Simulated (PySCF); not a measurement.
# TaCl₃: triplet, from a trigonal pyramidal start

The task is one start of a wider search on TaCl₃: the triplet, from a trigonal pyramidal start. It is relaxed, tested by its Hessian and followed downhill if it is a saddle.

Method: PBE0, basis Ta def2-TZVP with ECP60, Cl def2-TZVP, scalar-relativistic core potentials, no spin–orbit coupling, density fitting; program: PySCF 2.14.0.

## Step 1: Starting geometry

4 atoms, charge 0, spin multiplicity 3.

Bond lengths: Ta1–Cl2 2.450 Å, Ta1–Cl3 2.450 Å, Ta1–Cl4 2.450 Å. Angles: Cl2–Ta1–Cl3 99.8°, Cl2–Ta1–Cl4 99.8°, Cl3–Ta1–Cl4 99.8°.

```xyz
4
charge 0 multiplicity 3
Ta    0.0000    0.0000    0.0000
Cl    2.1632    0.0000    1.1502
Cl   -1.0816    1.8734    1.1502
Cl   -1.0816   -1.8734    1.1502
```

## Step 2: Finding the electronic state

One driver script runs all steps and calls PySCF; scf.py shows how it sets up the SCF of each step. The optimiser is the driver's own. After this first run the driver tries any further starts and a stability analysis.

File scf.py:

```python
from pyscf import gto, scf, dft
mol = gto.M(atom='''
Ta     0.000000     0.000000     0.000000
Cl     2.163200     0.000000     1.150200
Cl    -1.081600     1.873400     1.150200
Cl    -1.081600    -1.873400     1.150200''',
    basis={'Ta': 'def2-TZVP', 'Cl': 'def2-TZVP'},
    ecp={'Ta': 'def2-TZVP'},
    charge=0, spin=2)
mf = dft.UKS(mol, xc='PBE0')
mf.grids.atom_grid = (50, 194)
aux = {'Ta': 'def2-universal-JKFIT', 'Cl': 'def2-universal-JKFIT'}
mf = mf.density_fit(auxbasis=aux)
mf.conv_tol = 1e-08
mf.diis_space = 10
mf.max_cycle = 60
mf.init_guess = 'minao'
mf.verbose = 4
mf.kernel()
```

Started as:

```
$ OMP_NUM_THREADS=4 python axn.py task.json out
```

The runs that follow: Relaxation: trigonal pyramidal start, triplet; Releasing the symmetry; Is it a minimum? Harmonic modes; Downhill along the imaginary mode; Vibrations and properties at this point.

Before running it: what results should come out? Wanted: minimum; geometry; wavenumbers; dipole moment; highest occupied, lowest empty level; polar-tensor charge of Ta1; zero-point energy; atomisation energy; ⟨S²⟩.

As calculated:

| quantity | value |
| --- | --- |
| minimum | triplet, C2v |
| geometry | Ta–Cl 2.268 Å, Ta–Cl 2.289 Å (×2); Cl–Ta–Cl 108.6°, Cl–Ta–Cl 125.7° (×2) |
| wavenumbers (cm⁻¹) | 28 (b2), 68 (b1), 101 (a1), 363 (b2), 389 (a1), 416 (a1) |
| dipole moment | 1.02 D |
| highest occupied, lowest empty level (either spin) | -5.81, -3.11 eV |
| polar-tensor charge of Ta1 | +1.82 e |
| zero-point energy | 8.2 kJ/mol |
| entropy at 298.15 K | 373.6 J/(mol K) |
| atomisation energy (no zero-point energy) | 1401 kJ/mol |
| ⟨S²⟩ | 2.008 |

The trigonal pyramidal start (C3v) ends in a minimum of C2v symmetry. The strongest infrared band lies at 363 cm⁻¹ (b2, stretch). Most of the spin sits on Ta1 (Mulliken spin 2.05, against 2 for the whole molecule). Other starts or spin states, not run here, may lie lower. Open d and f shells are described by one determinant, and the ground state may have another occupation or spin. Spin–orbit coupling, left out here, can matter for elements this heavy.
